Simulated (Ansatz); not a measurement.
# Hg (bcc type): how the settings move a single-point run

Aim: see which settings change the result for Hg (bcc type), by how much, and at what cost.

Computed with Ansatz 0.2.0 (reference: DFT, LDA, all-electron LAPW, scalar-relativistic, unless a step's input says otherwise).

1 further run of the same task is left out (it didn't finish). Runs told in other sessions of the task aren't counted.

## Step 1: The system as given

It takes space group Im-3m (No. 229, cubic). Conventional cell: a = 3.245 Å, b = 3.245 Å, c = 3.245 Å, α = 90.00°, β = 90.00°, γ = 90.00°. Hg (site symmetry m-3m) is surrounded by 8 Hg at 2.81 Å.

Coordinates:

```
CELL_PARAMETERS angstrom
-1.62247 1.62247 1.62247
1.62247 -1.62247 1.62247
1.62247 1.62247 -1.62247
ATOMIC_POSITIONS crystal
Hg 0.00000 0.00000 0.00000
```

## Step 2: The reference run

File input.yaml:

```yaml
crystal:
  lattice:
    - [-1.6224661745, 1.6224661745, 1.6224661745]
    - [1.6224661745, -1.6224661745, 1.6224661745]
    - [1.6224661745, 1.6224661745, -1.6224661745]
  atoms:
    - { symbol: Hg, position: [0.0, 0.0, 0.0] }
kpoints:
  mp_grid: { grid: [15, 15, 15] }
scf:
  occupations: { method: fermi_dirac, width: 0.1 }
hamiltonian:
  xc: lda
  pseudopotentials: { kind: all_electron, lapw: { basis_error: 0.001 } }
output:
  forces: true
  stress: true
  eigenvalues: true
  populations: true
```

On the command line:

```sh
$ ansatz run input.yaml --threads 1 --pin off --max-ram 2048MiB --backend cpu --events-out ev --progress --plain --runs-dir out
```

Excerpt of the output:

```text
[...]
Basis set: ecut = 264.26918380842847 eV, 177 PW (Γ), exchange–correlation at level 2
[...]
k-points: 120 of 3375
[...]
SCF iter   1: F=—  HF=-533538.657478 eV  |F-HF|=—  |Δ(HF+E_count)|=         —  Δρ=1.56e-2  dr2=2.51e-2  ethr=5.69e-5  ⟨swp⟩=3.2  Hψ=20378  notcnv=0
preconditioner: auto → Kerker (q_TF=auto, 3.194 Å⁻¹)  [metal: Δε(μ)=0.035 eV  Ē_g=19.281 eV  σ=0.100 eV  W_gap=0.09  n_scr=12 (ndim 8)  ℏωp=31.1 eV  f_vac=0.000  D(μ)=0.35/eV (n_scr^D=0)]
SCF iter   2: F=—  HF=-533538.582012 eV  |F-HF|=—  |Δ(HF+E_count)|=   7.55e-2  Δρ=6.38e-3  dr2=5.32e-3  ethr=5.69e-5  ⟨swp⟩=2.0  Hψ=9285  notcnv=0
[...]
SCF iter   7: F=—  HF=-533538.576391 eV  |F-HF|=—  |Δ(HF+E_count)|=   4.16e-7  Δρ=3.65e-5  dr2=1.05e-7  ethr=9.31e-9  ⟨swp⟩=2.0  Hψ=9253  notcnv=0
SCF iter   8: F=-533538.576391 eV  HF=-533538.576391 eV  |F-HF|=6.98e-10  |Δ(HF+E_count)|=   2.33e-8  Δρ=3.54e-6  dr2=6.14e-10  ethr=2.39e-10  ⟨swp⟩=2.1  Hψ=9267  notcnv=0
[...]
SCF converged after 8 iterations
Free energy (F): -533538.576391 eV
[...]
E sigma→0 (E₀):  -533538.570909 eV
[...]
Fermi energy:    26.914158 eV
[...]
  P = ⅓ Tr σ = 34.7176 GPa (347.176 kbar)
[...]
```

Wall time 21 s (1 thread of Arm Neoverse V1, shared host); peak memory 0.32 GiB.

## Step 3: Changing settings: occupations.width 0.025, preconditioner ldos

Edit input.yaml of step 2 so:

```diff
@@ -10,3 +10,4 @@
 scf:
-  occupations: { method: fermi_dirac, width: 0.1 }
+  occupations: { method: fermi_dirac, width: 0.025 }
+  mixing: { preconditioner: ldos }
 hamiltonian:
```

On the command line:

```sh
$ ansatz run input.yaml --threads 1 --pin off --max-ram 2048MiB --backend cpu --events-out ev --progress --plain --runs-dir out
```

Standard output (excerpt; [...] marks lines left out):

```text
Hg: projections on atomic orbitals take those of the free atom 1s2 2s2 2p6 3s2 3p6 3d10 4s2 4p6 4d10 4f14 5s2 5p6 5d10 6s2, of charge +0.00 (hamiltonian.pseudopotentials.projection_atoms)
LAPW: plane waves up to 8.328 Å⁻¹, error target 1.0e-3 eV per atom; small_component_spin mean_spin; Hg in spheres of 1.405 Å, 44 of its electrons in bands, Dirac shells []
[...]
Pseudopotentials: kind: all_electron
Pseudopotential: Hg, LAPW, valence charge 44, Koelling and Harmon's equation, gaussian nucleus
Functional definition: SPW92
[...]
Crystal: 1 atoms, lattice volume = 17.084 Å³
Basis set: ecut = 264.26918380842847 eV, 177 PW (Γ), exchange–correlation at level 2
Bands: 27, of which v1, the nominal top of the filled ones, is band 22 counted from 1 (21 counted from 0)
Symmetry: 48 space group operations
Space group: Im-3m (ITA 229), of the structure as read, at distance tolerance 2.6e-5 Å
k-points: 120 of 3375
[...]
SCF iter   1: F=—  HF=-533538.651181 eV  |F-HF|=—  |Δ(HF+E_count)|=         —  Δρ=1.56e-2  dr2=2.52e-2  ethr=5.70e-5  ⟨swp⟩=3.2  Hψ=20378  notcnv=0
[...]
SCF iter   6: F=-533538.570439 eV  HF=-533538.570439 eV  |F-HF|=2.12e-8  |Δ(HF+E_count)|=   2.67e-6  Δρ=1.90e-5  dr2=3.88e-8  ethr=1.27e-8  ⟨swp⟩=2.0  Hψ=9245  notcnv=0
[...]
SCF converged after 6 iterations
Free energy (F): -533538.570439 eV
[...]
E sigma→0 (E₀):  -533538.569888 eV
Entropy (-TS):   -0.001100 eV (-1.100 meV/atom)
Fermi energy:    26.957580 eV
[...]
--- Forces (eV/Å), atoms counted from 1 ---
  atom   1  Hg     0.00000000    -0.00000000     0.00000000
[...]
--- Stress (GPa, compression-positive) ---
       34.927372       0.000000       0.000000
        0.000000      34.927372      -0.000000
        0.000000      -0.000000      34.927372
  P = ⅓ Tr σ = 34.9274 GPa (349.274 kbar)
--- Band table (eV; the first three rows and the last of 120) ---
[...]
--- Löwdin populations: 1 site ---
  site symbol       q [e]
     0     Hg     79.6046
  spilling = 0.004943 (of n_electrons = 80.000000)
```

Run time: 18 s. Hardware: 1 thread of Arm Neoverse V1, shared host; peak memory 0.34 GiB.

Changing the smearing and mixing moves the energy by +1.0 meV/atom (σ→0 values). Mixing only sets the path, so the shift comes from the other change. Cost: 6 SCF cycles against 8.

## Step 4: Changing settings: xc pbesol

Edit input.yaml of step 2 so:

```diff
@@ -12,3 +12,3 @@
 hamiltonian:
-  xc: lda
+  xc: pbesol
   pseudopotentials: { kind: all_electron, lapw: { basis_error: 0.001 } }
```

On the command line:

```sh
$ ansatz run input.yaml --threads 1 --pin off --max-ram 2048MiB --backend cpu --events-out ev --progress --plain --runs-dir out
```

Standard output (excerpt; [...] marks lines left out):

```text
Hg: projections on atomic orbitals take those of the free atom 1s2 2s2 2p6 3s2 3p6 3d10 4s2 4p6 4d10 4f14 5s2 5p6 5d10 6s2, of charge +0.00 (hamiltonian.pseudopotentials.projection_atoms)
LAPW: plane waves up to 8.329 Å⁻¹, error target 1.0e-3 eV per atom; small_component_spin mean_spin; Hg in spheres of 1.405 Å, 44 of its electrons in bands, Dirac shells []
[...]
Pseudopotentials: kind: all_electron
Pseudopotential: Hg, LAPW, valence charge 44, Koelling and Harmon's equation, gaussian nucleus
Functional definition: PBEsol
[...]
Crystal: 1 atoms, lattice volume = 17.084 Å³
Basis set: ecut = 264.3239273353418 eV, 177 PW (Γ), exchange–correlation at level 2
Bands: 27, of which v1, the nominal top of the filled ones, is band 22 counted from 1 (21 counted from 0)
Symmetry: 48 space group operations
Space group: Im-3m (ITA 229), of the structure as read, at distance tolerance 2.6e-5 Å
k-points: 120 of 3375
[...]
SCF iter   1: F=—  HF=-533683.953299 eV  |F-HF|=—  |Δ(HF+E_count)|=         —  Δρ=1.66e-2  dr2=2.90e-2  ethr=6.57e-5  ⟨swp⟩=3.1  Hψ=20315  notcnv=0
[...]
SCF iter   8: F=-533683.877961 eV  HF=-533683.877961 eV  |F-HF|=6.98e-10  |Δ(HF+E_count)|=   5.09e-8  Δρ=3.86e-6  dr2=7.38e-10  ethr=3.03e-10  ⟨swp⟩=2.5  Hψ=9308  notcnv=0
[...]
SCF converged after 8 iterations
Free energy (F): -533683.877961 eV
[...]
E sigma→0 (E₀):  -533683.872283 eV
Entropy (-TS):   -0.011355 eV (-11.355 meV/atom)
Fermi energy:    27.146182 eV
[...]
--- Forces (eV/Å), atoms counted from 1 ---
  atom   1  Hg    -0.00000000     0.00000000     0.00000000
[...]
--- Stress (GPa, compression-positive) ---
       39.130522      -0.000000       0.000000
       -0.000000      39.130522       0.000000
        0.000000       0.000000      39.130522
  P = ⅓ Tr σ = 39.1305 GPa (391.305 kbar)
--- Band table (eV; the first three rows and the last of 120) ---
[...]
--- Löwdin populations: 1 site ---
  site symbol       q [e]
     0     Hg     79.5891
  spilling = 0.005136 (of n_electrons = 80.000000)
```

Wall time 20 s (1 thread of Arm Neoverse V1, shared host); peak memory 0.34 GiB.

After a change of functional the difference of the totals has no physical meaning; the pressure goes from 34.7 to 39.1 GPa. At this fixed cell a higher pressure means that this functional prefers a larger volume than the reference.

## Step 5: Comparison

```
                                            run     ending        energy change  pressure (GPa)  gap (eV)  force (eV/Å)  cycles  time
                                      reference  converged                    0            34.7      0.00          0.00       8  21 s
1: occupations.width 0.025, preconditioner ldos  converged  +1.0 meV/atom (σ→0)            34.9      0.00          0.00       6  18 s
                                   2: xc pbesol  converged       not comparable            39.1      0.00          0.00       8  20 s
```

Residual by cycle in the longest SCF loop of each run; runs are numbered as in the table. The quantity is the density residual dr2, in eV.

```
cycle  reference    run 1    run 2
    1     0.0251   0.0252    0.029
    2    0.00532  0.00125  0.00708
    3     0.0036   7.5e-4  0.00463
    4    0.00116   9.1e-5  0.00144
    5     2.4e-4   5.6e-6   2.9e-4
    6     4.1e-6   3.9e-8   4.9e-6
    7     1.1e-7        -   1.3e-7
    8    6.1e-10        -  7.4e-10
```

**Reading.** «occupations.width 0.025, preconditioner ldos» moves the energy by +1.0 meV/atom. The pressure spans 34.7 to 39.1 GPa over the reference and the converged variants. The structure is not at rest: the sound run finds 35 GPa, so these are no properties of the relaxed crystal. 
